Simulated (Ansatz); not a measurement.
A first try at a breakdown of dispersion, smearing and cutoff terms of Hf₂CuSb₃, space group P-4m2, using the Python package of Ansatz (0.2.0).

The script, `run_terms.py`:
```python
import ansatz as az

OCCUPATIONS = 'cold'
WIDTH_EV = 0.1
K_LENGTH = 20
BETA = 0.005
MAX_ITERATIONS = 65

hf2cusb3 = (
    az.Lattice.from_parameters(3.9216, 3.9216, 8.5947, alpha=90.0, beta=90.0, gamma=90.0)
    .atom('Hf', (0.0, 0.5, 0.734))
    .atom('Hf', (0.5, 0.0, 0.266))
    .atom('Cu', (0.0, 0.0, 0.0))
    .atom('Sb', (0.5, 0.5, 0.0))
    .atom('Sb', (0.0, 0.5, 0.382))
    .atom('Sb', (0.5, 0.0, 0.618))
)

model = (
    hf2cusb3.calculation()
    .occupations(OCCUPATIONS, width=WIDTH_EV)
    .kpoints(length=K_LENGTH)
    .mixing('anderson', beta=BETA, ndim=1)
    .scf(max_iterations=MAX_ITERATIONS)
)
with_term = model.functional('pbesol', dispersion='d3bjatm').basis(380).cutoff_correction(530).run(threads=1, pin='off').report
without = model.functional('pbesol').basis(380).run(threads=1, pin='off').report
finer = model.functional('pbesol').basis(530).run(threads=1, pin='off').report
removed = az.free_energy_without(with_term, az.EnergyTerm.DISPERSION)
print(f'dispersion term            {with_term["components"]["e_disp"]:.5f} eV')
print(f'F less dispersion          {removed:.5f} eV, run without it {without["free_energy_ev"]:.5f} eV')
print(f'F less smearing term       {az.free_energy_without(without, az.EnergyTerm.SMEARING):.5f} eV')
print(f'estimated gain to 530 eV   {with_term["cutoff_correction"]["energy_ev"]:.5f} eV, found {finer["free_energy_ev"] - without["free_energy_ev"]:.5f} eV')
```

`python run_terms.py` gives:
```text
DeckWarning: basis.ecutwfc = 380 eV is below the records' recommended 420 eV, and the density's cutoff is lower with it unless basis.ecutrho_ratio is high enough to keep the records' density cutoff: compare with a run at a higher cutoff
Traceback (most recent call last):
  File "run_terms.py", line 26, in <module>
    with_term = model.functional('pbesol', dispersion='d3bjatm').basis(380).cutoff_correction(530).run(threads=1, pin='off').report
                ~~~~~~~~~~~~~~~~~~~~~~~~~~~~~~~~~~~~~~~~~~~~~~~~~~~~~~~~~~~~~~~~~~~~~~~~~~~~~~~~~~~~~~^^^^^^^^^^^^^^^^^^^^^^
  ...
ansatz.NonConvergedError: did not converge after 65 iterations: dr2 = 1.31e-2 (threshold 1.00e-7), under the density mixer `anderson`; raise `scf.max_iter`, which need not help a stalled SCF, or adjust the mixing (`scf.mixing`) or, under a smearing, its width (`scf.occupations.width`, in either direction: another width is another result); this SCF holds its density and magnetisation to the symmetry operations that it keeps, and cannot end on a state that breaks one of them: if the state sought breaks one, re-run with `crystal.symmetry.detect: false`, without `crystal.symmetry.time_reversal: true`, on a non-collinear deck whose state breaks time reversal, with `crystal.symmetry.time_reversal: false` beside it (there exact exchange or a DFT+U term alone can polarise the run; a magnetic state wants starting moments), where the deck allows it (that run may end on another state, and need not converge either)
```
(Warnings from the package without file and line; library frames cut from the traceback.)

Why does it end like this?

The fault: the mixing step is far too small. The correction:

```diff
--- before
+++ after
@@ -5,3 +5,2 @@
 K_LENGTH = 20
-BETA = 0.005
 MAX_ITERATIONS = 65
@@ -22,3 +21,2 @@
     .kpoints(length=K_LENGTH)
-    .mixing('anderson', beta=BETA, ndim=1)
     .scf(max_iterations=MAX_ITERATIONS)
```

The mended script runs so:

```console
$ python run_terms.py
DeckWarning: basis.ecutwfc = 380 eV is below the records' recommended 420 eV, and the density's cutoff is lower with it unless basis.ecutrho_ratio is high enough to keep the records' density cutoff: compare with a run at a higher cutoff
dispersion term            -2.91545 eV
F less dispersion          -57011.35297 eV, run without it -57011.35297 eV
F less smearing term       -57011.34205 eV
estimated gain to 530 eV   -0.01479 eV, found -0.01477 eV
```
(Warnings from the package without file and line.)

Caveats:
- Absolute energies stand on the zero of these potentials, so only differences at equal settings mean something. A total without «per atom» is that of the cell as typed.
- The cutoff lies under the one recommended for these potentials in some of the runs.
- Spin is left out of this run.
- Dispersion corrections can be off by several per cent in the lattices of metals, and by several GPa in the pressure at a fixed cell.
- For a metal this k-point mesh is coarse: on a finer one energies can move by several to tens of meV an atom and pressures by half a GPa or more, differences at one mesh by less.
- Spin-orbit coupling, which matters for elements this heavy, is left out.
- The structure is a deposited one; some such entries were measured under pressure or heat, so a shift against it needn't be the functional's error alone.
- The whole script took 44 s on 1 thread of Arm Neoverse V1, with other jobs on the host, peak memory 0.51 GiB.
